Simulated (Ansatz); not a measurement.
# KCaF3, space group Pm-3m: a Berry-phase polarisation

Run with the Ansatz DFT code, driven from Python.

The script, `berry_kcaf3.py`:
```python
'''Berry-phase polarisation of KCaF3, and a Born charge from a small shift.'''

from dataclasses import dataclass

import ansatz as az
from ase import Atoms
import numpy as np


@dataclass(frozen=True)
class RunConfig:
    mesh: tuple[int, ...] = (4, 4, 4)
    scf_tol: float = 1e-08
    smearing: str = 'fixed'


opts = RunConfig()


def main() -> None:
    atoms = Atoms(
        ['K', 'Ca', 'F', 'F', 'F'],
        scaled_positions=[
            (0.5, 0.5, 0.5),
            (0.0, 0.0, 0.0),
            (0.0, 0.5, 0.0),
            (0.0, 0.0, 0.5),
            (0.5, 0.0, 0.0),
        ],
        cell=[
            (4.481726, 0.0, 0.0),
            (0.0, 4.481726, 0.0),
            (0.0, 0.0, 4.481726),
        ],
        pbc=True,
    )
    structure = az.Crystal.from_ase(atoms)

    def berry(structure):
        return (
            structure.calculation()
            .functional(az.Functional.R2SCAN)
            .basis(39 * az.Ry)
            .kpoints(*opts.mesh, center='gamma')
            .scf(tolerance=opts.scf_tol)
            .occupations(opts.smearing)
            .polarization(string_points=10)
            .run()
            .polarization()
        )


    vectors = np.array(structure.lattice.vectors)
    shifted = structure.move(3, to=np.array(structure.sites[3].position) + 0.01 * np.linalg.inv(vectors)[2])
    before, after = berry(structure), berry(shifted)
    for label, p in (('as typed', before), ('shifted', after)):
        print(label, 'reduced polarisation:', [round(axis.reduced, 4) for axis in p.axes], 'modulo', p.modulus)
    # take the change on the nearest branch, then turn it into a dipole per cell
    change = np.array([b.reduced - a.reduced for a, b in zip(before.axes, after.axes)])
    change -= before.modulus * np.round(change / before.modulus)
    dipole = change @ vectors
    print('dipole change (e A):', np.round(dipole, 4) + 0.0)
    print('column of the Born charge of', structure.sites[3].symbol, 'for a shift along z:', np.round(dipole / 0.01, 2) + 0.0)


if __name__ == '__main__':
    main()
```

```console
$ python berry_kcaf3.py
as typed reduced polarisation: [8.0, 8.0, 8.0] modulo 1
shifted reduced polarisation: [8.0, 8.0, 7.9964] modulo 1
dipole change (e A): [ 0.      0.     -0.0163]
column of the Born charge of F for a shift along z: [ 0.    0.   -1.63]
```

Notes:
- This cell is a computed structure, which may not be the phase found in nature.
- Polarisation is defined up to a quantum, so only the change along a continuous path has meaning.
- Timing: 70 s on 1 thread of Arm Neoverse V2, on a shared host, peak memory 0.63 GiB.

(Lines on the test bed's own set-up are left out of the output.)
